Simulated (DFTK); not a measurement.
**Ir: band structure with PBE**

Ir, a sheet with vacuum:

```xyz
1
Lattice="2.4518 0.0000 0.0000 0.0000 2.4518 0.0000 0.0000 0.0000 23.8000" Properties=species:S:1:pos:R:3 pbc="T T T"
Ir    0.0000    0.0000    7.0001
```

The cell was built by a generator and needn't be a form met in nature.

```yaml
Program: DFTK 0.8.2
Task: band structure
Functional: PBE
Potentials_or_basis: SG15 1.2 (PBE)
Cutoff: 1225 eV
k_mesh: 8 × 8 × 1
Occupations: fermi-dirac, width 0.05 eV
Spin: no spin polarisation
Valence_electrons: Ir 17
SCF_tolerance_on_the_density: 1e-06
```

```
Band gap on the k mesh : none (metal or under the smearing width)
```

Levels at the corners of the path, in eV from the Fermi level:
```tsv
point	band 6	band 7	band 8	band 9	band 10	band 11
Γ	-6.33	-2.52	0.73	0.73	1.26	2.19
X	-4.28	-1.08	-0.70	1.24	1.85	7.36
M	-3.05	-3.05	0.33	4.69	8.49	8.49
Γ	-6.33	-2.52	0.73	0.73	1.26	2.19
Z	-6.33	-2.52	0.73	0.73	1.26	2.19
R	-4.28	-1.08	-0.70	1.24	1.85	7.36
A	-3.05	-3.05	0.33	4.69	8.49	8.49
Z	-6.33	-2.52	0.73	0.73	1.26	2.19
X	-4.28	-1.08	-0.70	1.24	1.85	7.36
R	-4.28	-1.08	-0.70	1.24	1.85	7.36
M	-3.05	-3.05	0.33	4.69	8.49	8.49
A	-3.05	-3.05	0.33	4.69	8.49	8.49
```

Run time: 3.7 min on 1 thread of Intel(R) Xeon(R) 6975P-C (Granite Rapids) (shared host), peak memory 2.9 GiB.

Caveat: there is no dipole correction across the vacuum; spin-orbit coupling is left out, which moves the levels of the heavy elements.
